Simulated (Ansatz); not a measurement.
# B2ClH6NSi: basis-set convergence

Aim: see how fast density functionals converge with the basis set for B2ClH6NSi.

Program: Ansatz 0.2.0, Gaussian basis. Level of theory: one geometry, several basis sets. These are calculated values, not measurements.

Levels to be run: PBE0-D4/def2-SVP; ωB97M-V/def2-SVP; PBE0-D4/def2-QZVPP; ωB97M-V/def2-QZVPP; the functionals' def2-TZVPP values are taken from earlier runs.

### Step 1. Structure used throughout

An earlier PBE0-D4 in a triple-zeta def2 set relaxation fixed the geometry.

11 atoms, charge 0, spin multiplicity 1.

Atoms are counted from 1 here; the program's logs count them from 0.

Bond lengths: B1–Si2 1.995 Å, B1–H6 1.194 Å, B1–H7 1.197 Å, Si2–Cl3 2.093 Å, Si2–B4 2.021 Å, Si2–H8 1.492 Å, B4–N5 1.380 Å, B4–H9 1.198 Å, N5–H10 1.007 Å, N5–H11 1.009 Å. Angles: Si2–B1–H6 123.4°, Si2–B1–H7 118.4°, H6–B1–H7 118.1°, B1–Si2–Cl3 112.2°, B1–Si2–B4 111.4°, B1–Si2–H8 109.2°, Cl3–Si2–B4 107.0°, Cl3–Si2–H8 106.1°, B4–Si2–H8 110.8°, Si2–B4–N5 118.0°, Si2–B4–H9 122.4°, N5–B4–H9 119.6°, B4–N5–H10 123.6°, B4–N5–H11 122.4°, H10–N5–H11 114.0°.

### Step 2. PBE0-D4 in def2-SVP

Input file in.yaml:

```yaml
crystal:
  periodic: [false, false, false]
  atoms:
    - {symbol: B, position_ang: [-0.204234, 1.852951, 1.269719]}
    - {symbol: Si, position_ang: [-0.540789, -0.055267, 0.796505]}
    - {symbol: Cl, position_ang: [0.659408, -1.367298, 1.900962]}
    - {symbol: B, position_ang: [-0.162074, -0.409436, -1.156870]}
    - {symbol: N, position_ang: [0.821074, -1.326367, -1.470217]}
    - {symbol: H, position_ang: [0.714357, 2.211629, 1.943540]}
    - {symbol: H, position_ang: [-0.931700, 2.688611, 0.815541]}
    - {symbol: H, position_ang: [-1.952247, -0.402016, 1.134641]}
    - {symbol: H, position_ang: [-0.751667, 0.148777, -2.037207]}
    - {symbol: H, position_ang: [1.074663, -1.572083, -2.413489]}
    - {symbol: H, position_ang: [1.338708, -1.826403, -0.762623]}
basis:
  gaussian: {orbitals: def2-SVP}
hamiltonian: {xc: pbe0, dispersion: d4}
output: {orbitals: {seedname: orbitals}}
```

Launch:

```
> ansatz run in.yaml --threads 4 --pin off --events-out ev --progress --plain --max-ram 10444MiB
```

Further steps of the session: ωB97M-V in def2-SVP; PBE0-D4 in def2-QZVPP; ωB97M-V in def2-QZVPP.

Q: Predict the results of all the runs planned. Wanted: PBE0-D4: double and triple zeta above quadruple; ωB97M-V: double and triple zeta above quadruple.

As calculated:

| quantity | value |
| --- | --- |
| PBE0-D4: double and triple zeta above quadruple | 11.19, 0.81 eV |
| ωB97M-V: double and triple zeta above quadruple | 11.31, 0.77 eV |

In words: For PBE0-D4 the step from double to triple zeta gains 10.38 eV and the next only 0.81 eV. Total energies overstate the basis error of differences, where much of it tends to cancel.
